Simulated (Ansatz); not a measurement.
**C2H6OSn: one species, many methods**

How much do the methods differ for C2H6OSn? The plan is to run it at one geometry with functionals of several rungs and with coupled cluster, and see how far each lands from CCSD(T) at the basis-set limit for the atomisation energy.

Program: Ansatz 0.2.0, Gaussian basis. Level of theory: functionals in def2-TZVPP, the program's frozen cores in correlated methods. These are calculated values, not measurements.

Levels to be run: PBE-D4, r2SCAN-D4, PBE0-D4, B3LYP-D4, ωB97X-V, ωB97M-V, B2PLYP; CCSD(T)/def2-TZVPP; MP2/def2-QZVPP; extrapolation to the limit.

## (1) Structure used throughout

All runs share one geometry, relaxed beforehand with PBE0-D4 in a triple-zeta def2 set. Sn takes the def2 core potential; no spin-orbit term is included.

SMILES `C=C[O][SnH3]`, 10 atoms, charge 0, spin multiplicity 1.

Atoms are counted from 1 here; the program's logs count them from 0.

Bond lengths: C1–C2 1.332 Å, C1–H5 1.081 Å, C1–H6 1.086 Å, C2–O3 1.336 Å, C2–H7 1.090 Å, O3–Sn4 1.991 Å, Sn4–H8 1.702 Å, Sn4–H9 1.697 Å, Sn4–H10 1.702 Å. Angles: C2–C1–H5 119.8°, C2–C1–H6 123.0°, H5–C1–H6 117.2°, C1–C2–O3 128.3°, C1–C2–H7 120.1°, O3–C2–H7 111.6°, C2–O3–Sn4 122.2°, O3–Sn4–H8 107.6°, O3–Sn4–H9 100.8°, O3–Sn4–H10 107.7°, H8–Sn4–H9 113.6°, H8–Sn4–H10 112.5°, H9–Sn4–H10 113.6°.

## (2) PBE-D4 (GGA)

in.yaml

```yaml
crystal:
  periodic: [false, false, false]
  atoms:
    - {symbol: C, position_ang: [1.302300, 0.985071, -0.149960]}
    - {symbol: C, position_ang: [0.162332, 1.248504, 0.486220]}
    - {symbol: O, position_ang: [-0.909099, 0.461861, 0.624619]}
    - {symbol: Sn, position_ang: [-0.986180, -1.369592, -0.151989]}
    - {symbol: H, position_ang: [2.086255, 1.728882, -0.177293]}
    - {symbol: H, position_ang: [1.494044, 0.043244, -0.655207]}
    - {symbol: H, position_ang: [0.020640, 2.210556, 0.978206]}
    - {symbol: H, position_ang: [0.268110, -2.281115, 0.550821]}
    - {symbol: H, position_ang: [-2.536531, -1.856293, 0.337184]}
    - {symbol: H, position_ang: [-0.818671, -1.222317, -1.839703]}
basis:
  gaussian: {orbitals: def2-TZVPP}
hamiltonian: {xc: pbe, dispersion: d4}
output: {forces: true, orbitals: {seedname: orbitals}}
```

Command:

```
$ ansatz run in.yaml --threads 4 --pin off --events-out ev --progress --plain --max-ram 10444MiB
```

After this run come: r2SCAN-D4 (meta-GGA); PBE0-D4 (hybrid); B3LYP-D4 (hybrid); ωB97X-V (range-separated); ωB97M-V (range-separated); B2PLYP (double hybrid); CCSD(T) in def2-TZVPP; MP2 in def2-QZVPP.

Before running them: what should the planned runs give, taken together? Wanted: atomisation energy, CCSD(T)/CBS; farthest; mean size of error, hybrid; mean size of error, range-separated; gap, smallest and largest; T1 diagnostic; triples share of the correlation energy.

**Answer**, as computed:

```
                               quantity                                           value
        atomisation energy, CCSD(T)/CBS                                  823.7 kcal/mol
functionals within 8.2 kcal/mol (1.0 %)  r2SCAN-D4, PBE0-D4, B3LYP-D4, ωB97X-V, ωB97M-V
                               farthest                         B2PLYP (-13.7 kcal/mol)
             mean size of error, hybrid                                    5.1 kcal/mol
    mean size of error, range-separated                                    1.4 kcal/mol
              gap, smallest and largest            3.99 eV (PBE-D4), 10.10 eV (ωB97X-V)
                          T1 diagnostic                                          0.0145
triples share of the correlation energy                                           3.6 %
```

What this shows: PBE-D4 is off by +11.1 kcal/mol. Double hybrids carry the basis error of their MP2 part in triple zeta, and no dispersion term here, so their miss is partly the set-up's. Misses under about 8.2 kcal/mol are within the doubt on the reference itself, which lacks core-valence correlation, spin-orbit coupling and higher excitations, and its outer-core shells are covered unevenly. All levels share the lack of spin-orbit coupling, which lowers the free heavy atoms and so the true binding. Hartree-Fock recovers 71 % of the binding; the rest is correlation. Orbital gaps span 4.0 to 10.1 eV; exact exchange widens them. Correlated methods include outer-core shells of Sn, which these sets cover unevenly.
